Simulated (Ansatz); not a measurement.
# TiAl: the cost of one run

Computed with Ansatz 0.2.0 (DFT PBE, scalar-relativistic, plane waves, PAW, unless a step's input says otherwise).

27 further runs of the same task are left out: 27 set aside as unsound or not needed.

### Step 1. The starting structure

The structure is tetragonal, space group P4/mmm (No. 123). The conventional cell has a = 2.930 Å, b = 2.930 Å, c = 4.234 Å, α = 90.00°, β = 90.00°, γ = 90.00°. Ti (site symmetry 4/mmm) is surrounded by 4 Ti at 2.93 Å and 8 Al at 2.96 Å. Al (site symmetry 4/mmm) has 4 Al at 2.93 Å and 8 Ti at 2.96 Å as nearest neighbours.

As a file:

```
Ti Al
1.0
     2.93043    0.00000    0.00000
     0.00000    2.93043    0.00000
     0.00000    0.00000    4.23363
Ti Al
1 1
Cartesian
  0.0000 0.0000 0.0000
  1.4652 1.4652 2.1168
```

### Step 2. Volume 18.178 Å³ an atom, total moment held at 0.125 muB a cell

The input, input.yaml:

```yaml
crystal:
  lattice:
    - [2.9304328775, 0.0, 0.0]
    - [0.0, 2.9304328775, 0.0]
    - [0.0, 0.0, 4.2336264751]
  atoms:
    - { symbol: Ti, position: [0.0, 0.0, 0.0], spin: 0.125 }
    - { symbol: Al, position: [0.5, 0.5, 0.5] }
basis:
  ecutwfc: 520.0
kpoints:
  mp_grid: { grid: [18, 18, 12] }
hamiltonian:
  xc: pbe
  pseudopotentials: { kind: paw, azcp: { folder: soft_1 } }
scf:
  occupations: { method: gaussian, width: 0.15 }
  lower_state_search: "off"
output:
  forces: true
  stress: true
  eigenvalues: true
  populations: true
magnetization:
  spin_polarized: true
  initial_magnetization: 0.125
  spin_locking: { lock_magnetization: hard }
```

On the command line:

```bash
$ ansatz run input.yaml --threads 2 --pin off --max-ram 4096MiB --backend cpu --events-out ev --progress --plain --runs-dir out
```

**Question.** How long does this run take on 2 threads of Arm Neoverse N1, shared host, and how much memory does it need?

About 34 s, with a peak of 0.61 GiB.
